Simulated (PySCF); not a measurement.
**[Nd(OH)3(NH3)]+: other functionals and bases at one geometry**

One table from this session's results is given with a row withheld; the runs are named, their logs left out.

Program: PySCF 2.14.0. Level of theory: several levels, as the steps say, no spin–orbit coupling. These are calculated values, not measurements.

1 further run of the same task is left out (for a known fault of the program).

## Where the work starts

11 atoms, charge 1, spin multiplicity 1.

Bond lengths: Nd1–O2 2.005 Å, Nd1–O4 2.006 Å, Nd1–O6 2.006 Å, Nd1–N8 2.501 Å, O2–H3 0.964 Å, O4–H5 0.964 Å, O6–H7 0.964 Å, N8–H9 1.026 Å, N8–H10 1.026 Å, N8–H11 1.026 Å. Angles: O2–Nd1–O4 113.7°, O2–Nd1–O6 113.2°, O2–Nd1–N8 105.0°, O4–Nd1–O6 113.6°, O4–Nd1–N8 105.1°, O6–Nd1–N8 105.1°, Nd1–O2–H3 168.7°, Nd1–O4–H5 168.4°, Nd1–O6–H7 168.7°, Nd1–N8–H9 113.4°, Nd1–N8–H10 113.4°, Nd1–N8–H11 113.4°, H9–N8–H10 105.3°, H9–N8–H11 105.3°, H10–N8–H11 105.3°.

As a file:

```tsv
atom	x (Å)	y (Å)	z (Å)
Nd1	0.0490	-0.0908	0.1443
O2	1.1756	1.1812	1.2095
H3	1.7875	1.6352	1.7996
O4	-1.2751	-1.1141	1.2499
H5	-1.7524	-1.6866	1.8606
O6	1.1197	-1.2464	-1.0970
H7	1.7061	-1.8740	-1.5343
N8	-1.3337	1.3627	-1.3501
H9	-1.9504	2.0032	-0.8379
H10	-0.7748	1.9621	-1.9675
H11	-1.9525	0.8340	-1.9748
```

Formal oxidation states: Nd +4. Each metal's 2 4f electrons lie in its core potential, so multiplicities, spins and levels count the valence alone. An earlier session relaxed this geometry at PBE0, Nd lcecp-2-SVP with ECP48, O def2-SVP, H def2-SVP, N def2-SVP (singlet, point group C3v).

At PBE0 on the finer grid: E = -323.477528 Eh, frontier levels not given, since the 4f levels lie in the core, Mulliken charge on Nd1 +1.47 e, largest force component 0.021 eV/Å. 

Levels to run: HF; BLYP; PBE0, TZVP. Hardware: 2 threads of Intel Xeon Platinum 8488C (Sapphire Rapids), shared host.

Set-up of the first run:

File run.py (the lines that set the calculation):

```python
mol = gto.M(atom='''
Nd     0.04896    -0.09076     0.14429
O      1.17559     1.18121     1.20951
H      1.78754     1.63515     1.79963
O     -1.27510    -1.11407     1.24992
H     -1.75236    -1.68662     1.86065
O      1.11968    -1.24639    -1.09701
H      1.70605    -1.87403    -1.53432
N     -1.33365     1.36273    -1.35007
H     -1.95036     2.00315    -0.83790
H     -0.77477     1.96211    -1.96749
H     -1.95245     0.83396    -1.97479''',
    basis={'Nd': 'lcecp-2-SVP', 'O': 'def2-SVP', 'H': 'def2-SVP', 'N': 'def2-SVP'},
    ecp={'Nd': 'lcecp-2-SVP'},
    charge=1, spin=0)
mf = scf.RHF(mol)
mf = mf.density_fit()  # fitting sets: Nd AutoAux, O def2-universal-JKFIT, H def2-universal-JKFIT, N def2-universal-JKFIT
mf.conv_tol = 1e-08; mf.max_cycle = 55
mf.kernel(dm0)  # dm0: the density of the relaxed state
```

Command:

```
OMP_NUM_THREADS=2 python run.py
```

Among the steps run: HF; BLYP; PBE0, TZVP.

One of the session's tables, all rows but one given; the rest of the session is left out.

| level | charge on Nd1 (e) | dipole (D) | largest force component (eV/Å) |
| --- | --- | --- | --- |
| PBE0 (relaxed here) | 1.47 | 4.30 | 0.02 |
| HF | 2.03 | 4.68 | 0.80 |
| BLYP | ? | ? | ? |
| PBE0, TZVP | 1.91 | 4.51 | 0.27 |

Estimate the missing values for BLYP.

The run gave: charge on Nd1 (e): 1.19; dipole (D): 4.14; largest force component (eV/Å): 0.41. In the column «charge on Nd1 (e)» it is the lowest.

The dipole of a charged species depends on the origin, so these sizes hold for this origin alone.

The largest leftover force, 0.80 eV/Å with HF, stands at a geometry relaxed at another level. With 4f in the core, its levels are missing from HOMO and gap, and its count is fixed, so no charge can pass from the ligands into it. Total energies of different levels can't be compared.
